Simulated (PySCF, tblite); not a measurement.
# C6H3FNO radical: geometry, infrared bands and EPR parameters

Wanted: the infrared bands and EPR parameters of C6H3FNO radical (`[CH2]C(=O)[C@@]1(F)C=C1C#N`), by calculation.

Programs: tblite 0.8.0 and PySCF 2.14.0, with density-fitted response routines of our own. Each step states its level of theory. These are calculated values for one molecule in the gas phase, unless marked as measured. Atoms count from 0, in the outputs and in this text.

## Step 1: Starting geometry

12 atoms, charge 0, multiplicity 2; geometry from: force field or distance geometry start.

Bonds of the start (Å): C0–C1 1.46, C1–O2 1.22, C1–C3 1.48, C3–F4 1.40, C3–C5 1.43, C5–C6 1.33, C6–C7 1.42, C7–N8 1.15, C6–C3 1.44, C0–H9 1.09, C0–H10 1.08, C5–H11 1.08.

## Step 2: Geometry optimisation with GFN2-xTB

The job: settings as JSON, then the geometry in Å.

```
{"job": {"kind": "relax", "xc": "GFN2-xTB", "basis": "xTB"}, "charge": 0, "multiplicity": 2}
C     -1.936700     0.282200     0.719300
C     -0.781000     0.553800    -0.136900
O     -0.441400     1.694100    -0.400200
C     -0.037200    -0.639800    -0.602700
F     -0.763500    -1.805300    -0.852000
C      1.145500    -0.439300    -1.388300
C      1.309800    -0.832900    -0.127700
C      2.032800    -0.112600     0.853900
N      2.617700     0.454500     1.669600
H     -2.507400     1.133000     1.094500
H     -2.243900    -0.730100     0.947100
H      1.606500     0.441500    -1.802500
```

Started as:

```console
$ OMP_NUM_THREADS=1 python probes_run.py task.json out
```

This one command runs all jobs of the session in turn.

**Question.** This job is followed by: GFN2-xTB harmonic vibrations, gas phase; UKS B3LYP, pcH-1 on C F H N O, non-relativistic, mean-field spin-orbit, GIAO. What will the session give for the following? strongest single infrared mode (GFN2-xTB); zero-point energy (GFN2-xTB); g(iso) (B3LYP); ⟨S²⟩; largest a(iso) (averaged by class); surface potential, 1st and 99th percentile.

The runs gave:

| quantity | value |
| --- | --- |
| strongest single infrared mode (GFN2-xTB) | 2349 cm⁻¹, 153 km/mol |
| zero-point energy (GFN2-xTB) | 43.2 kcal/mol |
| g(iso) (B3LYP) | 2.00513 |
| ⟨S²⟩ | 0.766 (exact 0.75) |
| largest a(iso) (averaged by class) | 13C on C0, 65.5 MHz |
| surface potential, 1st and 99th percentile | -1.48 V and 1.88 V |

What this shows: The optimisation took 90 steps and gained 1.523 eV; among the close pairs (by a distance rule), C3–C6 changed most, from 1.441 to 1.514 Å. All 30 modes are real, so the xTB geometry is a minimum. The strongest single mode, at 2349 cm⁻¹, moves mainly C7 and N8. GFN2-xTB is a fitted tight-binding method: band positions and strengths are rough. Its intensities can rank the bands wrongly. C0 carries the largest spin population, 0.86 e. The isotropic g lies 2.8 ppt above the free-electron value.
